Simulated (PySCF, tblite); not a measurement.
**C₆H₁₁BrO₂: geometry, infrared bands and NMR shifts**

What infrared bands and NMR shifts should C₆H₁₁BrO₂ (`COCC(C)(C)C(=O)Br`) show?

The runs use tblite 0.8.0 and PySCF 2.14.0, with density-fitted response routines of our own; the level of theory stands in each step. All values are computed, except where a source is named. Atoms count from 0, in the outputs and in this text.

## (1) The molecule as given

20 atoms, charge 0, multiplicity 1; geometry from: force field or distance geometry start.

Bonds of the start (Å): C0–O1 1.41, O1–C2 1.37, C2–C3 1.50, C3–C4 1.52, C3–C5 1.50, C3–C6 1.51, C6–O7 1.25, C6–Br8 1.94, C0–H9 1.11, C0–H10 1.11, C0–H11 1.11, C2–H12 1.10, C2–H13 1.12, C4–H14 1.09, C4–H15 1.11, C4–H16 1.12, C5–H17 1.11, C5–H18 1.11, C5–H19 1.11.

## (2) Geometry optimisation with GFN2-xTB

Job settings and geometry (Å):

```
{"job": {"kind": "relax", "xc": "GFN2-xTB", "basis": "xTB"}, "charge": 0, "multiplicity": 1}
C      2.820800     0.025300     0.378400
O      1.487400     0.162900     0.801600
C      0.694800    -0.120700    -0.285200
C     -0.774400    -0.012100     0.002800
C     -1.487600    -0.354200    -1.296900
C     -1.214800     1.365900     0.412500
C     -1.227100    -0.951200     1.098100
O     -1.737000    -0.501900     2.141600
Br    -0.994000    -2.861500     0.871400
H      3.532800     0.232300     1.209200
H      3.039100     0.752700    -0.433500
H      2.921000    -1.021000     0.026500
H      0.884700    -1.160000    -0.599800
H      0.907200     0.544200    -1.155700
H     -1.139200    -1.344400    -1.588100
H     -2.585500    -0.288300    -1.160200
H     -1.160000     0.449100    -2.000300
H     -1.881700     1.789700    -0.370900
H     -0.313500     1.995200     0.582500
H     -1.778200     1.308500     1.362700
```

Run with:

```
$ OMP_NUM_THREADS=1 python probes_run.py task.json out
```

This one command runs all jobs of the session in turn.

Log:

```text
step      E/eV     max force
  0    -833.79170    4.338
  1    -833.93818    5.946
  2    -834.13658    0.983
  3    -834.18759    0.729
  4    -834.28444    0.420
  5    -834.31160    0.365
  6    -834.34151    0.359
  7    -834.35472    0.302
  8    -834.36767    0.243
  9    -834.37692    0.279
 10    -834.38655    0.324
 11    -834.39542    0.256
 12    -834.40343    0.207
 13    -834.40998    0.200
 14    -834.41556    0.221
 15    -834.42072    0.190
 16    -834.42592    0.165
 17    -834.43146    0.168
 18    -834.43782    0.263
 19    -834.44491    0.244
 20    -834.45204    0.189
 21    -834.45882    0.177
 22    -834.46553    0.287
 23    -834.47261    0.366
 24    -834.47949    0.304
 25    -834.48456    0.140
 26    -834.48750    0.103
 27    -834.48966    0.152
 28    -834.49205    0.183
 29    -834.49455    0.141
 30    -834.49686    0.089
 31    -834.49879    0.093
 32    -834.50043    0.094
 33    -834.50183    0.095
 34    -834.50298    0.082
 35    -834.50390    0.085
 36    -834.50476    0.090
 37    -834.50587    0.090
 38    -834.50766    0.129
 39    -834.51077    0.182
 40    -834.51560    0.203
 41    -834.52105    0.175
 42    -834.52663    0.164
 43    -834.53155    0.180
 44    -834.53381    0.259
 45    -834.53941    0.224
 46    -834.54358    0.163
 47    -834.54759    0.144
 48    -834.55070    0.143
 49    -834.55529    0.143
 50    -834.55864    0.205
 51    -834.56253    0.154
 52    -834.56506    0.119
 53    -834.56837    0.094
 54    -834.57023    0.095
 55    -834.57394    0.116
 56    -834.57667    0.102
 57    -834.57818    0.068
 58    -834.57874    0.085
 59    -834.57938    0.048
 60    -834.58008    0.043
 61    -834.58054    0.045
 62    -834.58101    0.053
 63    -834.58144    0.048
 64    -834.58187    0.038
 65    -834.58221    0.040
 66    -834.58249    0.036
 67    -834.58278    0.046
 68    -834.58311    0.051
 69    -834.58340    0.043
 70    -834.58359    0.025
 71    -834.58368    0.020
 72    -834.58373    0.018
 73    -834.58379    0.021
 74    -834.58386    0.021
 75    -834.58393    0.022
 76    -834.58401    0.024
 77    -834.58409    0.022
 78    -834.58420    0.022
 79    -834.58430    0.024
 80    -834.58438    0.023
 81    -834.58444    0.020
 82    -834.58450    0.014
 83    -834.58455    0.014
 84    -834.58458    0.009
```

Wall time 0.73 s (1 thread of Arm Neoverse V1, shared host).

The steps of the relaxation: (not every step is listed)

```csv
step,energy from step 0 (eV),largest force (eV/Å)
0,0.0000,4.3384
1,-0.1465,5.9464
2,-0.3449,0.9834
3,-0.3959,0.7294
4,-0.4927,0.4199
5,-0.5199,0.3649
6,-0.5498,0.3587
7,-0.5630,0.3021
8,-0.5760,0.2429
15,-0.6290,0.1896
22,-0.6738,0.2868
29,-0.7029,0.1406
36,-0.7131,0.0896
43,-0.7399,0.1797
50,-0.7669,0.2050
57,-0.7865,0.0684
64,-0.7902,0.0381
71,-0.7920,0.0200
78,-0.7925,0.0220
79,-0.7926,0.0241
80,-0.7927,0.0228
81,-0.7927,0.0196
82,-0.7928,0.0140
83,-0.7929,0.0141
84,-0.7929,0.0095
```

Close pairs (by a distance rule), those that changed most:

```
  bond  before (Å)  after (Å)  change (Å)
 C6–O7       1.245      1.177      -0.068
 C2–C3       1.501      1.536      +0.035
 O1–C2       1.375      1.408      +0.033
C6–Br8       1.938      1.969      +0.032
C4–H16       1.117      1.087      -0.030
 C3–C5       1.504      1.531      +0.028
 C0–H9       1.114      1.087      -0.026
C5–H17       1.113      1.087      -0.026
```

The next job starts from the end point, and lists it.

## (3) Infrared spectrum with GFN2-xTB

Job settings and geometry (Å):

```
{"job": {"kind": "ir", "xc": "GFN2-xTB", "basis": "xTB"}, "charge": 0, "multiplicity": 1}
C      2.820726    -0.014589     0.465483
O      1.441261     0.098940     0.703645
C      0.664605    -0.083059    -0.456033
C     -0.815915     0.009707    -0.056864
C     -1.712292    -0.435098    -1.215889
C     -1.152847     1.440573     0.371992
C     -1.043280    -0.885376     1.133394
O     -1.500601    -0.625385     2.186641
Br    -0.529617    -2.758787     0.808733
H      3.313225     0.145913     1.421484
H      3.160365     0.739666    -0.254493
H      3.074955    -1.010312     0.083489
H      0.880526    -1.061428    -0.910782
H      0.892575     0.694210    -1.201886
H     -1.522194    -1.470405    -1.489331
H     -2.759822    -0.332728    -0.941350
H     -1.519178     0.191751    -2.083088
H     -1.059535     2.112694    -0.477247
H     -0.469242     1.760202     1.153976
H     -2.168863     1.494191     0.755092
```

Log:

```text
mode    cm-1     km/mol
  1      33.1      0.18
  2      59.6      0.25
  3      87.3      7.60
  4     142.0      0.45
  5     177.2      0.24
  6     189.3      0.44
  7     201.8      0.81
  8     226.9      1.28
  9     260.5      2.57
 10     270.0      1.78
 11     324.1      0.92
 12     347.7      7.10
 13     373.8      2.37
 14     432.3      3.37
 15     459.4      6.13
 16     612.3     33.10
 17     649.3     13.71
 18     817.1     98.87
 19     919.9     69.68
 20     956.7      8.80
 21     970.0      1.23
 22     984.1     24.47
 23    1015.0     23.07
 24    1028.3      2.10
 25    1120.2     90.38
 26    1134.2      2.15
 27    1159.6     14.27
 28    1178.7     15.64
 29    1204.9      5.98
 30    1235.8      0.19
 31    1260.8      2.10
 32    1339.6      5.24
 33    1399.6     10.68
 34    1406.4      1.73
 35    1416.5     13.82
 36    1466.7      6.24
 37    1476.1      6.57
 38    1481.2      0.94
 39    1485.0      2.98
 40    1490.4      7.30
 41    1494.1      4.02
 42    1495.7     11.41
 43    1859.8    446.55
 44    2850.6     70.15
 45    2885.5     37.99
 46    2906.0     51.04
 47    2927.1     44.47
 48    3038.1      9.64
 49    3038.8      9.22
 50    3039.1      9.32
 51    3042.8     35.44
 52    3044.5     16.69
 53    3046.8     22.51
 54    3058.0      5.89
```

Run time: 0.85 s. Hardware: 1 thread of Arm Neoverse V1, shared host.

Which atoms move in the most intense modes:

```
cm⁻¹  km/mol                                atoms
 817    98.9            C6 45 %, C5 17 %, C2 13 %
 920    69.7  C6 14 %, H12 13 %, C3 13 %, C2 13 %
1120    90.4            O1 49 %, C0 28 %, C2 14 %
1860   446.6                     C6 60 %, O7 40 %
2851    70.2                   H13 63 %, H12 29 %
2886    38.0                   H12 65 %, H13 31 %
2906    51.0                   H10 57 %, H11 34 %
2927    44.5                   H11 59 %, H10 36 %
```

## (4) Nuclear shieldings: PBE0/pcSseg-1

Settings changed since step 3:

```diff
@@ -1,2 +1,2 @@
-{"job": {"kind": "ir", "xc": "GFN2-xTB", "basis": "xTB"}, "charge": 0, "multiplicity": 1}
+{"job": {"kind": "nmr", "xc": "PBE0", "basis": "pcSseg-1"}, "charge": 0, "multiplicity": 1}
 C      2.820726    -0.014589     0.465483
```

Method: GIAO PBE0/pcSseg-1 NMR shielding, non-relativistic, gas phase.

Log:

```text
coarse grid: 75968 points
cycle   1  E = -2958.6204288329  dE = -2.352e-02  |g| = 1.151e+00  |ddm| = 3.965e+00
cycle   2  E = -2958.0112554336  dE =  6.092e-01  |g| = 2.059e+00  |ddm| = 2.270e+00
cycle   3  E = -2958.7681073517  dE = -7.569e-01  |g| = 4.116e-01  |ddm| = 1.917e+00
cycle   4  E = -2958.7971887116  dE = -2.908e-02  |g| = 1.585e-01  |ddm| = 4.476e-01
cycle   5  E = -2958.8015620745  dE = -4.373e-03  |g| = 3.924e-02  |ddm| = 1.466e-01
cycle   6  E = -2958.8017788263  dE = -2.168e-04  |g| = 1.117e-02  |ddm| = 3.526e-02
cycle   7  E = -2958.8018051229  dE = -2.630e-05  |g| = 2.608e-03  |ddm| = 1.055e-02
cycle   8  E = -2958.8018065474  dE = -1.425e-06  |g| = 7.925e-04  |ddm| = 3.602e-03
final grid: 161832 points
cycle   9  E = -2958.8018286642  dE =  6.128e-08  |g| = 1.233e-03  |ddm| = 3.617e-03
cycle  10  E = -2958.8018280066  dE =  6.576e-07  |g| = 2.177e-03  |ddm| = 2.995e-03
cycle  11  E = -2958.8018289881  dE = -9.815e-07  |g| = 2.704e-04  |ddm| = 1.822e-03
cycle  12  E = -2958.8018290025  dE = -1.441e-08  |g| = 3.718e-05  |ddm| = 2.593e-04
cycle  13  E = -2958.8018290028  dE = -2.819e-10  |g| = 8.941e-06  |ddm| = 4.285e-05
converged SCF energy = -2958.8018290028

GIAO shielding tensors (ppm)
atom      isotropic    diamagn.    paramagn.     s11        s22        s33       span
  0 C      125.752     242.657    -116.904     94.512     98.030    184.716     90.204
  1 O      310.289     398.999     -88.710    279.953    314.392    336.523     56.570
  2 C      102.027     246.998    -144.971     77.989     87.449    140.644     62.655
  3 C      129.914     249.499    -119.585    110.205    125.022    154.515     44.310
  4 C      162.000     245.167     -83.167    140.657    158.823    186.520     45.863
  5 C      162.869     246.776     -83.907    146.465    157.915    184.226     37.761
  6 C       -9.110     250.060    -259.170   -110.044     20.330     62.384    172.428
  7 O     -285.738     397.266    -683.004   -679.232   -380.948    202.966    882.198
  8 Br    1757.239    3124.734   -1367.496    911.624   1545.771   2814.321   1902.697
  9 H       27.776      27.921      -0.144     23.595     24.793     34.941     11.346
 10 H       28.492      28.444       0.049     24.325     25.812     35.341     11.016
 11 H       28.280      28.367      -0.086     23.815     26.540     34.486     10.671
 12 H       27.680      32.146      -4.466     25.959     27.469     29.613      3.655
 13 H       28.645      33.012      -4.367     25.734     28.628     31.572      5.838
 14 H       29.802      29.505       0.297     24.304     30.846     34.257      9.954
 15 H       30.607      29.489       1.119     26.695     27.994     37.133     10.438
 16 H       30.818      29.973       0.845     26.887     28.239     37.329     10.442
 17 H       31.095      31.074       0.021     27.182     28.522     37.580     10.398
 18 H       29.691      31.050      -1.359     24.849     29.099     35.124     10.275
 19 H       30.380      30.855      -0.475     26.394     28.059     36.687     10.293
```

It took 54 s on 1 thread of Arm Neoverse V1, shared host; peak memory 1.1 GiB.

Shifts follow as δ = σ(reference) − σ, with reference shieldings (ppm) from runs at the same level and on the same kind of geometry: ¹H TMS 31.72, ¹³C TMS 186.9, ¹⁷O H2O 336.1, ⁷⁹Br HBr 2622. The references are single molecules in the gas phase, so shifts against H2O, NH3, PH3, H3PO4 or CFCl3 are not on the usual liquid scales and can be off by tens of ppm. Atoms listed in one row are averaged.

```csv
atoms,environment,σ (ppm),δ (ppm),δ scaled to CDCl3
C6,carbonyl carbon,-9.1,196.0,174.6
C2,sp3 CH2 bonded to O,102.0,84.9,80.9
C0,methyl carbon bonded to O,125.8,61.2,57.8
C3,quaternary sp3 carbon α to a carbonyl,129.9,57.0,53.7
"C4, C5",methyl carbon,162.4,24.5,22.0
"H12, H13",hydrogen on an sp3 CH2 bonded to O,28.16,3.55,3.46
"H9, H10, H11",hydrogen on a methyl carbon bonded to O,28.18,3.53,3.44
"H14, H15, H16, H17, H18, H19",hydrogen on a methyl carbon,30.40,1.32,1.35
O7,carbonyl oxygen,-285.7,621.8,–
O1,ether oxygen,310.3,25.8,–
Br8,bromine bonded to C,1757,865,–
```

The scaled column applies a straight-line fit of computed shieldings to shifts measured in CDCl3, with any fitted terms for Cl, Br or S neighbours (root-mean-square error 0.16 ppm for H, 1.9 ppm for C).

The run also stored atomic charges by several schemes (e):

```
 atoms  Mulliken    IAO  Hirshfeld  ESP fit
    C0     -0.02  -0.20      -0.04    -0.31
    O1     -0.52  -0.39      -0.13    -0.23
    C2      0.19  -0.04       0.00    -0.07
    C3     -0.67   0.00       0.01     0.53
C4, C5     -0.12  -0.42      -0.12    -0.49
    C6      0.43   0.35       0.18     0.20
    O7     -0.27  -0.32      -0.17    -0.30
   Br8     -0.18  -0.12      -0.06    -0.13
```

Mayer bond orders: C0–O1 0.93, O1–C2 0.93, C2–C3 0.96, C3–C4 1.02, C3–C5 1.01, C3–C6 0.85, C6–O7 2.11, C6–Br8 0.91.

## (5) Summary of results

| quantity | value |
| --- | --- |
| strongest single infrared mode (GFN2-xTB) | 1860 cm⁻¹, 447 km/mol |
| zero-point energy (GFN2-xTB) | 100.8 kcal/mol |
| ¹³C shifts against TMS (PBE0/pcSseg-1, means over atoms taken as alike) | 196.0, 84.9, 61.2, 57.0, 24.5 ppm |
| ¹H shifts against TMS (PBE0/pcSseg-1, means over atoms taken as alike) | 3.55, 3.53, 1.32 ppm |
| ¹⁷O shifts against H2O (PBE0/pcSseg-1) | 621.8, 25.8 ppm |
| ⁷⁹Br shifts against HBr (PBE0/pcSseg-1) | 865 ppm |

**Reading.** Relaxing lowered the energy by 0.793 eV in 84 steps; the close pair that moved most is C6–O7, from 1.245 to 1.177 Å. No mode is imaginary among the 54: a minimum at this level. The strongest single mode, at 1860 cm⁻¹, moves mainly C6 and O7. Unscaled tight-binding wavenumbers are off by several per cent, some by more. Its intensities can rank the bands wrongly. C6 stands next to heavy halogen, whose spin-orbit shielding this run leaves out, so the computed shift lies too far downfield, most of all for carbon beside Br or I. The most deshielded hydrogen is H12, H13 (mean) (hydrogen on an sp3 CH2 bonded to O), at 3.55 ppm: its carbon carries O, hence the downfield position. At PBE0/pcSseg-1: Shielding is most anisotropic at Br8 (span 1903 ppm, paramagnetic term -1367 ppm). Spin-orbit coupling is left out, which matters for shieldings and couplings at and beside the heavy atoms.
